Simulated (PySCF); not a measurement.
# CoNH₂: singlet, from a trigonal planar start

Aim: relax CoNH₂ as a singlet from a trigonal planar start, check by its vibrations whether the end is a minimum, and collect its spectrum and constants.

Computed with PySCF 2.14.0. Level: PBE0, basis Co def2-TZVP, N def2-TZVP, H def2-TZVP, no relativity, density fitting.

### Step 1. Starting geometry

4 atoms, charge 0, spin multiplicity 1.

Bond lengths: Co1–N2 1.630 Å, Co1–H3 1.430 Å, Co1–H4 1.430 Å. Angles: N2–Co1–H3 120.0°, N2–Co1–H4 120.0°, H3–Co1–H4 120.0°.

```xyz
4
charge 0 multiplicity 1
Co    0.2853    0.0000    0.0000
N    -1.3447    0.0000    0.0000
H     1.0003   -1.2384    0.0000
H     1.0003    1.2384    0.0000
```

### Step 2. The SCF at the typed geometry

One driver script runs all steps and calls PySCF; scf.py shows how it sets up the SCF of each step. The optimiser is the driver's own. After this first run the driver tries any further starts and a stability analysis.

Contents of scf.py:

```python
from pyscf import gto, scf, dft
mol = gto.M(atom='''
Co     0.285300    -0.000000     0.000000
N     -1.344680     0.000010     0.000000
H      1.000300    -1.238420     0.000000
H      1.000280     1.238410     0.000000''',
    basis={'Co': 'def2-TZVP', 'N': 'def2-TZVP', 'H': 'def2-TZVP'},
    charge=0, spin=0)
mf = dft.RKS(mol, xc='PBE0')
mf.grids.atom_grid = (50, 194)
aux = {'Co': 'def2-universal-JKFIT', 'N': 'def2-universal-JKFIT', 'H': 'def2-universal-JKFIT'}
mf = mf.density_fit(auxbasis=aux)
mf.conv_tol = 1e-08
mf.diis_space = 10
mf.max_cycle = 60
mf.init_guess = 'minao'
mf.verbose = 4
mf.kernel()
```

Command:

```bash
$ OMP_NUM_THREADS=2 python axn.py task.json out
```

After this run come: Trigonal planar start, singlet: relaxation; Hessian and properties; The broken-symmetry singlet; Frequencies.

Q: Predict the outcome of this session. Wanted: minimum; geometry; wavenumbers; dipole moment; highest occupied, lowest empty level; polar-tensor charge of Co1; zero-point energy; atomisation energy; ⟨S²⟩.

As calculated:

| quantity | value |
| --- | --- |
| minimum | broken-symmetry (Ms = 0), C2v |
| geometry | Co–H 1.511 Å (×2), Co–N 1.492 Å; H–Co–H 149.6°, H–Co–N 105.2° (×2) |
| wavenumbers (cm⁻¹) | 373 (b1), 377 (b2), 646 (a1), 779 (a1), 1835 (b2), 1960 (a1) |
| dipole moment | 1.09 D |
| highest occupied, lowest empty level (either spin) | -7.91, -3.92 eV |
| polar-tensor charge of Co1 | +0.58 e |
| zero-point energy | 35.7 kJ/mol |
| entropy at 298.15 K | 250.7 J/(mol K) |
| atomisation energy (no zero-point energy) | 635 kJ/mol |
| ⟨S²⟩ | 0.348 |

In words: The trigonal planar start keeps its C2v symmetry and ends in a minimum. The determinant is spin-contaminated (⟨S²⟩ = 0.35 against 0.00), so it is no pure spin state. In the infrared the band at 1835 cm⁻¹ (b2, stretch) leads. Other starts or spin states, not run here, may lie lower.
